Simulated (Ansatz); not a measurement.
**BF3 (SMILES FB(F)F): r2SCAN/aug-cc-pVDZ**

What is the vertical electron affinity of BF3 at r2SCAN/aug-cc-pVDZ? 

The results are computed with Ansatz 0.2.0.

37 further runs of the same task are left out: 1 that didn't finish, 36 set aside as unsound or not needed.

**1. The structure to begin with**

The species is BF3 (4 atoms), meant as a singlet with charge 0. SMILES: `FB(F)F`. The shape is that of a PBE0-D4/def2-TZVP optimisation.

Bond lengths: F1–B2 1.311 Å, B2–F3 1.311 Å, B2–F4 1.311 Å. Angles: F1–B2–F3 120.0°, F1–B2–F4 120.0°, F3–B2–F4 120.0°.

**2. A single-point energy at r2SCAN/aug-cc-pVDZ**

input.yaml

```yaml
crystal:
  periodic: [false, false, false]
  atoms:
    - {symbol: F, position_ang: [0.543870, 0.210740, 1.174280]}
    - {symbol: B, position_ang: [0.000020, -0.000000, 0.000010]}
    - {symbol: F, position_ang: [-0.265170, -1.223510, -0.389620]}
    - {symbol: F, position_ang: [-0.278730, 1.012770, -0.784660]}
basis:
  gaussian: {orbitals: aug-cc-pVDZ}
hamiltonian: {xc: r2scan}
accuracy: high
output: {orbitals: {seedname: orbitals}}
```

The run is started by

```bash
ansatz run input.yaml --threads 1 --pin off --max-ram 3480MiB --events-out events.jsonl --progress --plain --runs-dir runs
```

The log of the run:

```text
Warning: RAYON_NUM_THREADS=1 ignored (pool sized by the plan → 1); use --threads N
Functional definition: r2SCAN
  name "r2SCAN"
  parameter k0 = 0.174
  parameter k1 = 0.065
  parameter a1 = 4.9479
  exchange = r2scan_x(k0 = k0, k1 = k1, a1 = a1)
  correlation = r2scan_c
1815 factors; integrals over basis functions are off by at most 3.4e-9 eV
mean field evaluation 1: about -8825.8822 eV, gradient 4.6e1 eV
mean field evaluation 2: about -8822.0130 eV, gradient 7.0e1 eV
mean field evaluation 4: about -8828.8180 eV, gradient 3.6e-1 eV
mean field evaluation 8: about -8828.8248 eV, gradient 5.8e-3 eV
mean field evaluation 16: about -8828.8248 eV, gradient 3.5e-7 eV
mean field -8828.82482325 eV, -324.4533278619 hartree, gradient 3.2e-8 eV, S^2 0.000000; 0 other end points of the search recorded, 0 dependent functions left out
reference -8828.82482486 eV, -324.4533279211 hartree; 16, 16 occupied and 76, 76 virtual orbitals, 1815 factors
Total energy: -8828.82482486 eV, -324.4533279211 hartree
```

Wall time 6.3 s (1 thread of Arm Neoverse V2, shared host); peak memory 0.25 GiB.

**3. The doublet anion**

job.yaml

```yaml
basis:
  gaussian:
    orbitals: aug-cc-pVDZ
crystal:
  periodic: [false, false, false]
  atoms:
    - symbol: F
      position_ang: [0.543870, 0.210740, 1.174280]
    - symbol: B
      position_ang: [0.000020, -0.000000, 0.000010]
    - symbol: F
      position_ang: [-0.265170, -1.223510, -0.389620]
    - symbol: F
      position_ang: [-0.278730, 1.012770, -0.784660]
total_charge: -1
magnetization:
  spin_polarized: true
  initial_magnetization: 1
hamiltonian:
  xc: r2scan
accuracy: high
output:
  orbitals: {seedname: orbitals}
```

The run is started by

```bash
ansatz run job.yaml --threads 1 --pin off --max-ram 3480MiB --events-out events.jsonl --progress --plain --runs-dir runs
```

The log of the run, shortened:

```text
Warning: RAYON_NUM_THREADS=1 ignored (pool sized by the plan → 1); use --threads N
[... 7 set-up lines as earlier in the session ...]
1815 factors; integrals over basis functions are off by at most 3.3e-9 eV
mean field evaluation 1: about -8827.5481 eV, gradient 9.1e0 eV
mean field evaluation 2: about -8827.6317 eV, gradient 9.7e0 eV
mean field evaluation 4: about -8827.9315 eV, gradient 6.6e-1 eV
mean field evaluation 8: about -8827.9392 eV, gradient 4.2e-3 eV
mean field evaluation 16: about -8827.9392 eV, gradient 2.6e-5 eV
mean field evaluation 32: about -8827.7268 eV, gradient 2.3e0 eV
mean field -8827.93919602 eV, -324.4207816615 hartree, gradient 3.1e-8 eV, S^2 0.750213; 9 other end points of the search recorded, 0 dependent functions left out
reference -8827.93920796 eV, -324.4207821004 hartree; 17, 16 occupied and 75, 76 virtual orbitals, 1815 factors
Total energy: -8827.93920796 eV, -324.4207821004 hartree
```

Run time: 36 s. Hardware: 1 thread of Arm Neoverse V2, shared host; peak memory 0.38 GiB.

**4. Summary of results**

Level: r2SCAN/aug-cc-pVDZ.

| quantity | value |
| --- | --- |
| singlet BF3: total energy | -324.45333 Eh |
| singlet BF3: HOMO energy | -10.61 eV |
| singlet BF3: LUMO energy | -0.11 eV |
| singlet BF3: HOMO–LUMO gap | 10.51 eV |
| doublet anion: total energy | -324.42078 Eh |
| doublet anion: HOMO energy (highest over α and β) | 2.33 eV |
| doublet anion: LUMO energy (lowest over α and β) | 2.71 eV |
| doublet anion: ⟨S²⟩ | 0.750 |
| vertical electron affinity (to the doublet anion) | -0.886 eV |

What this shows: The anion lies 0.89 eV (20.4 kcal/mol) above the neutral: the electron isn't bound at this level, and such a value depends on the basis. The HOMO (doublet anion) lies at positive energy, 2.33 eV, as semi-local functionals often give for anions; only total energies tell whether the electron is bound.
